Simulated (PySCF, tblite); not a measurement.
# C4H3F3NO2 radical: geometry, infrared bands and EPR parameters

Wanted: the infrared bands and EPR parameters of C4H3F3NO2 radical (`O=CN/[C]=C/OC(F)(F)F`), by calculation.

Computed with tblite 0.8.0 and PySCF 2.14.0, with density-fitted response routines of our own, on a single molecule in the gas phase. Atoms are numbered from 0 throughout.

## (1) The molecule as given

13 atoms, charge 0, multiplicity 2; geometry from: force field or distance geometry start.

Bonds of the start (Å): O0–C1 1.27, C1–N2 1.40, N2–C3 1.45, C3–C4 1.33, C4–O5 1.39, O5–C6 1.43, C6–F7 1.38, C6–F8 1.37, C6–F9 1.39, C1–H10 1.10, N2–H11 1.04, C4–H12 1.10.

## (2) Optimising the geometry with GFN2-xTB

The job: settings as JSON, then the geometry in Å.

```
{"job": {"kind": "relax", "xc": "GFN2-xTB", "basis": "xTB"}, "charge": 0, "multiplicity": 2}
O      1.335600    -0.942000     1.627800
C      2.222100    -0.858800     0.715900
N      1.876500    -0.794600    -0.639900
C      0.467100    -0.797600    -0.996900
C     -0.176600     0.320300    -0.678600
O     -1.524400     0.519200    -0.934200
C     -2.388700     0.110000     0.129500
F     -3.675600     0.379100    -0.273400
F     -2.109300     0.886500     1.223600
F     -2.272000    -1.254400     0.377700
H      3.282700    -0.856400     1.018600
H      2.607600    -0.731900    -1.380600
H      0.350500     1.159700    -0.207200
```

The run is started by

```
> OMP_NUM_THREADS=1 python probes_run.py task.json out
```

One launch serves the whole session: the jobs run in the order shown.

Standard output:

```text
step      E/eV     max force
  0    -958.00149    4.578
  1    -958.58286    4.470
  2    -958.84206    1.143
  3    -958.89770    0.630
  4    -958.94040    0.525
  5    -958.95778    0.527
  6    -958.98090    0.433
  7    -958.99603    0.374
  8    -959.01425    0.421
  9    -959.03121    0.448
 10    -959.04641    0.319
 11    -959.05891    0.293
 12    -959.06942    0.314
 13    -959.08122    0.339
 14    -959.09511    0.288
 15    -959.10782    0.285
 16    -959.11784    0.239
 17    -959.12376    0.181
 18    -959.12727    0.175
 19    -959.13150    0.189
 20    -959.13654    0.179
 21    -959.14163    0.195
 22    -959.14574    0.169
 23    -959.14920    0.157
 24    -959.15368    0.227
 25    -959.15912    0.246
 26    -959.16598    0.230
 27    -959.17109    0.183
 28    -959.17462    0.148
 29    -959.17761    0.190
 30    -959.17983    0.130
 31    -959.18119    0.142
 32    -959.18228    0.097
 33    -959.18327    0.078
 34    -959.18426    0.092
 35    -959.18501    0.095
 36    -959.18605    0.097
 37    -959.18740    0.095
 38    -959.18906    0.100
 39    -959.19075    0.100
 40    -959.19233    0.104
 41    -959.19378    0.091
 42    -959.19521    0.103
 43    -959.19666    0.109
 44    -959.19815    0.121
 45    -959.19952    0.100
 46    -959.20077    0.101
 47    -959.20174    0.073
 48    -959.20259    0.064
 49    -959.20316    0.067
 50    -959.20354    0.055
 51    -959.20374    0.041
 52    -959.20389    0.033
 53    -959.20405    0.034
 54    -959.20422    0.043
 55    -959.20438    0.033
 56    -959.20450    0.032
 57    -959.20459    0.035
 58    -959.20468    0.038
 59    -959.20478    0.037
 60    -959.20492    0.032
 61    -959.20508    0.035
 62    -959.20523    0.034
 63    -959.20535    0.031
 64    -959.20545    0.034
 65    -959.20557    0.030
 66    -959.20569    0.034
 67    -959.20585    0.042
 68    -959.20609    0.048
 69    -959.20659    0.065
 70    -959.20768    0.111
 71    -959.20957    0.217
 72    -959.21309    0.231
 73    -959.21845    0.463
 74    -959.21980    0.893
 75    -959.23123    0.576
 76    -959.16745    2.192
 77    -959.23172    0.229
 78    -959.23396    0.698
 79    -959.24745    0.260
 80    -959.25269    0.248
 81    -959.25924    0.338
 82    -959.26737    0.243
 83    -959.27674    0.216
 84    -959.27877    0.185
 85    -959.28001    0.132
 86    -959.28079    0.072
 87    -959.28105    0.088
 88    -959.28153    0.050
 89    -959.28227    0.097
 90    -959.28309    0.109
 91    -959.28460    0.114
 92    -959.28682    0.156
 93    -959.28964    0.163
 94    -959.29416    0.174
 95    -959.27173    0.944
 96    -959.30115    0.321
 97    -959.30615    0.204
 98    -959.29410    0.835
 99    -959.31370    0.098
100    -959.31816    0.117
101    -959.31839    0.719
102    -959.32961    0.172
103    -959.33472    0.188
104    -959.33969    0.577
105    -959.34776    0.146
106    -959.35092    0.111
107    -959.35367    0.154
108    -959.35491    0.127
109    -959.35542    0.068
110    -959.35633    0.084
111    -959.35742    0.086
112    -959.35831    0.173
113    -959.35964    0.165
114    -959.36132    0.228
115    -959.36294    0.182
116    -959.36443    0.166
117    -959.36583    0.136
118    -959.36731    0.072
119    -959.36821    0.099
120    -959.36857    0.090
121    -959.36884    0.089
122    -959.36928    0.042
123    -959.36976    0.054
124    -959.37018    0.066
125    -959.37053    0.079
126    -959.37089    0.062
127    -959.37120    0.060
128    -959.37155    0.052
129    -959.37193    0.082
130    -959.37230    0.057
131    -959.37282    0.058
132    -959.37359    0.067
133    -959.37457    0.097
134    -959.37559    0.105
135    -959.37654    0.095
136    -959.37716    0.084
137    -959.37758    0.064
138    -959.37794    0.052
139    -959.37829    0.038
140    -959.37854    0.038
141    -959.37871    0.029
142    -959.37881    0.035
143    -959.37891    0.030
144    -959.37897    0.018
145    -959.37901    0.010
```

Run time: 0.93 s. Hardware: 1 thread of Arm Neoverse V1, shared host; peak memory 0.18 GiB.

The steps of the relaxation: (not every step is listed)

| step | energy from step 0 (eV) | largest force (eV/Å) |
| --- | --- | --- |
| 0 | 0.0000 | 4.5777 |
| 1 | -0.5814 | 4.4699 |
| 2 | -0.8406 | 1.1432 |
| 3 | -0.8962 | 0.6305 |
| 4 | -0.9389 | 0.5252 |
| 5 | -0.9563 | 0.5271 |
| 6 | -0.9794 | 0.4330 |
| 7 | -0.9945 | 0.3736 |
| 8 | -1.0128 | 0.4209 |
| 21 | -1.1401 | 0.1946 |
| 34 | -1.1828 | 0.0918 |
| 47 | -1.2002 | 0.0734 |
| 60 | -1.2034 | 0.0315 |
| 73 | -1.2170 | 0.4633 |
| 86 | -1.2793 | 0.0725 |
| 99 | -1.3122 | 0.0982 |
| 112 | -1.3568 | 0.1733 |
| 125 | -1.3690 | 0.0794 |
| 138 | -1.3764 | 0.0518 |
| 140 | -1.3771 | 0.0375 |
| 141 | -1.3772 | 0.0294 |
| 142 | -1.3773 | 0.0347 |
| 143 | -1.3774 | 0.0303 |
| 144 | -1.3775 | 0.0176 |
| 145 | -1.3775 | 0.0101 |

Distances of close pairs at the start and the end, largest changes first:

| bond | before (Å) | after (Å) | change (Å) |
| --- | --- | --- | --- |
| N2–C3 | 1.454 | 1.338 | -0.116 |
| O5–C6 | 1.430 | 1.322 | -0.108 |
| O0–C1 | 1.275 | 1.199 | -0.075 |
| C6–F7 | 1.375 | 1.327 | -0.048 |
| C6–F9 | 1.392 | 1.346 | -0.046 |
| N2–H11 | 1.043 | 1.013 | -0.030 |
| C6–F8 | 1.370 | 1.341 | -0.029 |
| C3–C4 | 1.329 | 1.306 | -0.023 |

The next job starts from the end point, and lists it.

## (3) Infrared spectrum with GFN2-xTB

The job: settings as JSON, then the geometry in Å.

```
{"job": {"kind": "ir", "xc": "GFN2-xTB", "basis": "xTB"}, "charge": 0, "multiplicity": 2}
O      2.318857     0.365926     1.399461
C      2.447768    -0.627415     0.739670
N      1.545740    -1.054455    -0.214264
C      0.342431    -0.499990    -0.402121
C     -0.159250     0.705494    -0.377393
O     -1.527309     1.000408    -0.349851
C     -2.356479    -0.010066    -0.151482
F     -3.598281     0.451088    -0.076559
F     -2.121781    -0.702426     0.973235
F     -2.340719    -0.922696    -1.140727
H      3.304346    -1.316259     0.817926
H      1.755681    -1.891717    -0.744017
H      0.384608     1.641347    -0.491606
```

Standard output:

```text
mode    cm-1     km/mol
  1      38.5      7.23
  2      51.5      0.78
  3      80.1      8.47
  4      97.9      6.96
  5     185.2     16.38
  6     210.6      5.32
  7     305.4      3.03
  8     361.0      6.85
  9     377.7     15.50
 10     405.5      0.98
 11     479.4      2.59
 12     538.2     29.55
 13     560.5     21.39
 14     580.5     96.55
 15     673.2     20.00
 16     706.4     17.38
 17     785.7     22.42
 18     829.3     40.71
 19     890.8      2.16
 20     989.9    134.35
 21    1023.0    483.87
 22    1070.6     61.42
 23    1105.5    170.52
 24    1144.8    110.01
 25    1193.7    715.55
 26    1234.8    255.18
 27    1327.9    123.97
 28    1363.2     39.85
 29    1739.2    395.21
 30    1777.7     35.21
 31    2817.1     90.93
 32    2930.4      4.61
 33    3379.1     26.30
```

Wall time 0.4 s (1 thread of Arm Neoverse V1, shared host); peak memory 0.18 GiB.

Which atoms move in the most intense modes:

| cm⁻¹ | km/mol | atoms |
| --- | --- | --- |
| 990 | 134.3 | C4 21 %, C3 17 %, C1 14 %, N2 13 % |
| 1023 | 483.9 | C6 74 %, F8 12 %, F9 10 % |
| 1106 | 170.5 | C6 58 %, F7 13 %, H12 12 % |
| 1145 | 110.0 | H12 47 %, C6 21 %, H11 13 % |
| 1194 | 715.5 | C6 28 %, O5 22 %, C4 16 %, H11 13 % |
| 1235 | 255.2 | C6 28 %, H12 25 %, O5 18 %, H11 12 % |
| 1328 | 124.0 | H11 38 %, N2 27 %, H10 16 %, C1 11 % |
| 1739 | 395.2 | C1 55 %, O0 37 % |

## (4) EPR parameters: B3LYP/pcH-1

Settings changed since step 3:

```diff
@@ -1,2 +1,2 @@
-{"job": {"kind": "ir", "xc": "GFN2-xTB", "basis": "xTB"}, "charge": 0, "multiplicity": 2}
+{"job": {"kind": "epr", "basis": "pcH-1"}, "charge": 0, "multiplicity": 2}
 O      2.318857     0.365926     1.399461
```

Level: UKS B3LYP, pcH-1 on C F H N O, non-relativistic, mean-field spin-orbit, GIAO.

Standard output:

```text
UKS, coarse grid
  cycle   1  E = -658.57546243  |g| = 9.67e-01
  cycle   2  E = -657.22447718  |g| = 2.05e+00
  cycle   3  E = -658.80227663  |g| = 4.82e-01
  cycle   4  E = -658.89680497  |g| = 7.91e-02
  cycle   5  E = -658.89796627  |g| = 5.94e-02
  cycle   6  E = -658.89942347  |g| = 1.69e-02
  cycle   7  E = -658.89958035  |g| = 6.68e-03
  cycle   8  E = -658.89960761  |g| = 2.50e-03
  cycle   9  E = -658.89961904  |g| = 1.54e-03
  cycle  10  E = -658.89962250  |g| = 7.61e-04
UKS, final grid
  cycle   1  E = -658.89948819  |g| = 1.10e-03
  cycle   2  E = -658.89948681  |g| = 2.40e-03
  cycle   3  E = -658.89948917  |g| = 2.96e-04
  cycle   4  E = -658.89948929  |g| = 1.92e-04
  cycle   5  E = -658.89948945  |g| = 1.05e-04
  cycle   6  E = -658.89948946  |g| = 1.84e-05
E = -658.89948946 Eh   <S^2> = 0.7556 (exact 0.7500)
g shifts (ppm)      1          2          3
  rmc          -190       -190       -190
  gc             33         17         57
  oz_so        -147        293        896
  total        -304        121        763
hyperfine (MHz)  atom isotope    a_iso     a_fc   dipolar eigenvalues
    0   17O      -4.95      -4.95    -24.28     11.54     12.75
    1   13C      11.38      11.38     -3.94     -3.19      7.13
    2   14N       5.98       5.98     -5.16     -4.64      9.79
    3   13C     294.49     294.49    -68.40    -56.68    125.08
    4   13C     -14.53     -14.53    -15.27     -9.05     24.32
    5   17O     -23.88     -23.88    -10.62      3.74      6.88
    6   13C      -0.51      -0.51     -1.22     -0.24      1.46
    7   19F      13.95      13.95     -4.82     -3.72      8.54
    8   19F      32.55      32.55    -17.85    -16.47     34.32
    9   19F      65.57      65.57    -18.76    -17.06     35.83
   10    1H       5.80       5.80     -2.95     -2.36      5.31
   11    1H      14.45      14.45     -8.61     -5.84     14.45
   12    1H      97.60      97.60     -7.34     -0.71      8.06
```

Wall time 1.7 min (1 thread of Arm Neoverse V1, shared host); peak memory 0.97 GiB.

Principal g values 2.00202, 2.00244, 2.00308; g(iso) = 2.00251, against 2.00232 for a free electron.

Mean a(iso) over the nuclei that a row names, and the largest dipolar term of the row (other rows stand at the frozen geometry):

| nuclei | isotope | a(iso) (MHz) | a(iso) (G, at g = 2.0023) | largest dipolar term (MHz) |
| --- | --- | --- | --- | --- |
| C3 | 13C | 294.5 | 105.1 | 125.1 |
| H12 | 1H | 97.6 | 34.8 | 8.1 |
| F7, F8, F9 | 19F | 37.4 | 13.3 | 35.8 |
| O5 | 17O | -23.9 | -8.5 | -10.6 |
| C4 | 13C | -14.5 | -5.2 | 24.3 |
| H11 | 1H | 14.5 | 5.2 | 14.4 |
| C1 | 13C | 11.4 | 4.1 | 7.1 |
| N2 | 14N | 6.0 | 2.1 | 9.8 |
| H10 | 1H | 5.8 | 2.1 | 5.3 |
| O0 | 17O | -4.9 | -1.8 | -24.3 |
| C6 | 13C | -0.5 | -0.2 | 1.5 |

Mulliken spin populations:

O0 0.07; C1 0.02; N2 0.04; C3 0.80; C4 -0.02; O5 0.02; C6 0.00; F7 0.00; F8 0.00; F9 0.00; H10 0.00; H11 0.00; H12 0.05

In first order the couplings over 0.8 MHz of 1H, 19F, 14N give 96 distinct lines over 86.3 G, if the averaged nuclei exchange fast.

Orbitals, density, ELF and potential are computed afterwards from the orbital file.

ELF in a plane through or near 6 of the atoms.

Ten even steps from ' ' (0.00) to '@' (0.98):
```
                                                        
                                                        
                                                        
                        ..****..                        
                        ==@@@@--    ::..                
              ..::::    ++@@@@++..**%%**..              
              ::::..    --%%%%++==##@@##                
            ..--==..    ..++++::%%====++  ..==::        
        ..::--====--::::==%%==--####%%--..==**==..      
        ==##**==++%%####==--%%==..--++--::==##++..      
      ..**%%**----##::##**==##==  ..====....====..      
        ==##--  ..##--**####@@==  ++####==    ..        
        ....    ==@@@@++::##%%....%%##**%%::            
                **@@@@==  --++  ..##%%%%##--            
                ++@@%%::    ..    --++++==..            
                  ....                                  
                                                        
                                                        
                                                        
                                                        
```
The map spans 12.5 Å across and 8.7 Å up, centred on the molecule. Atoms in the plane (x, y in Å): N2 (-1.6, -0.6), C3 (-0.3, -0.3), C4 (0.4, 0.8), O5 (1.8, 0.9), F9 (2.3, -1.3), H11 (-1.9, -1.5).

On the surface of density 0.002 e/bohr³ the electrostatic potential runs, from the 1st to the 99th percentile, from -1.44 V near O0 to 2.73 V near H11.

The spin density lies nearest to C3 59 %; C4 9 %; N2 8 %; O0 7 %.

## (5) Results

| quantity | value |
| --- | --- |
| strongest single infrared mode (GFN2-xTB) | 1194 cm⁻¹, 716 km/mol |
| zero-point energy (GFN2-xTB) | 44.7 kcal/mol |
| g(iso) (B3LYP) | 2.00251 |
| ⟨S²⟩ | 0.756 (exact 0.75) |
| largest a(iso) (averaged by class) | 13C on C3, 294.5 MHz |
| surface potential, 1st and 99th percentile | -1.44 V and 2.73 V |

In words: Relaxing lowered the energy by 1.378 eV in 145 steps; the close pair that moved most is N2–C3, from 1.454 to 1.338 Å. All 33 modes are real, so the xTB geometry is a minimum. The strongest single mode, at 1194 cm⁻¹, is spread over several atoms, C6, O5, C4, H11 among them. GFN2-xTB is a fitted tight-binding method: band positions and strengths are rough. Its intensities can rank the bands wrongly. C3 carries the largest spin population, 0.80 e. The isotropic g lies 0.2 ppt above the free-electron value.
